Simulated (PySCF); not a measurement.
# PbO−: bond curves at several levels of theory

One job finds the state of PbO−, follows it along the bond with each method and fits the curves.

Program: PySCF 2.14.0. Level of theory: Pb def2-SVPD with ECP60, O def2-SVPD, scalar-relativistic core potentials. These are calculated values, not measurements.

2 further runs of the same task are left out: 1 that didn't finish, 1 set aside as unsound or not needed.

**1. Input**

Settings of the job:

* atoms: Pb, O
* charge: -1
* basis: Pb def2-SVPD with ECP60, O def2-SVPD
* Hamiltonian: scalar-relativistic core potentials
* basis functions: 55
* electrons treated: 31
* masses in u: 207.9766, 15.9949
* levels: PBE0, PBE, r²SCAN, TPSSh, M06, r²SCAN0, CAM-B3LYP, MP2, SCS-MP2
* grid: 80 radial by 434 angular points
* occupations: held fixed by the projection of orbital angular momentum
* dissociation limit: Pb + O−, each in its ground configuration
* starting distance in angstrom: 2.095
* values of 2S to try: 1, 3

Launch:

```console
OMP_NUM_THREADS=1 python dia.py task.json out
```

The runs that follow: The PBE0 curve of the state that the search chose; Excited determinants; PBE; r²SCAN; TPSSh; M06 (hybrid meta-GGA); r²SCAN0 (hybrid meta-GGA); CAM-B3LYP (range-separated hybrid).

**Question.** What will these runs give? Wanted: for each run, Re; ωe; De; μ.

**Answer**, as computed:

Lowest PBE0 solution found, without spin–orbit coupling: ²Π (doublet), unpaired electrons π ↑. State 2 has its PBE0 minimum 1.22 eV higher. The other levels ran on the lowest alone.

```csv
level,Re (Å),ωe (cm⁻¹),De (eV),μ (D)
PBE,2.052,593,4.10,-4.80
r²SCAN,2.026,630,3.80,-4.84
TPSSh,2.029,627,3.77,-4.87
PBE0,2.013,651,3.58,-5.07
M06,2.027,622,3.98,-5.06
CAM-B3LYP,2.007,660,3.49,-5.43
```

De is counted to Pb + O− in their ground configurations. A positive dipole points from Pb to O; in an ion it is taken about the centre of mass and does not tell which atom is negative. No constants: UHF-MP2 (the points don't follow one smooth fit); UHF-SCS-MP2 (the points don't follow one smooth fit); r²SCAN0 (the points don't follow one smooth fit).

**Reading.** The methods spread over 0.045 Å in bond length, from CAM-B3LYP to PBE. Of the levels with a De here, CAM-B3LYP gives the least (3.49 eV) and PBE the most (4.10 eV).

Correlated steps freeze 5 core orbitals. These are scalar-relativistic numbers at best; spin–orbit coupling would shift them, the dissociation energy most. With some functionals the highest level of the anion is positive, from self-interaction error or because the anion is truly unbound there; the finite basis then holds the extra electron, and no neutral molecule was run to test the binding. With spin–orbit coupling the term label itself may not hold.
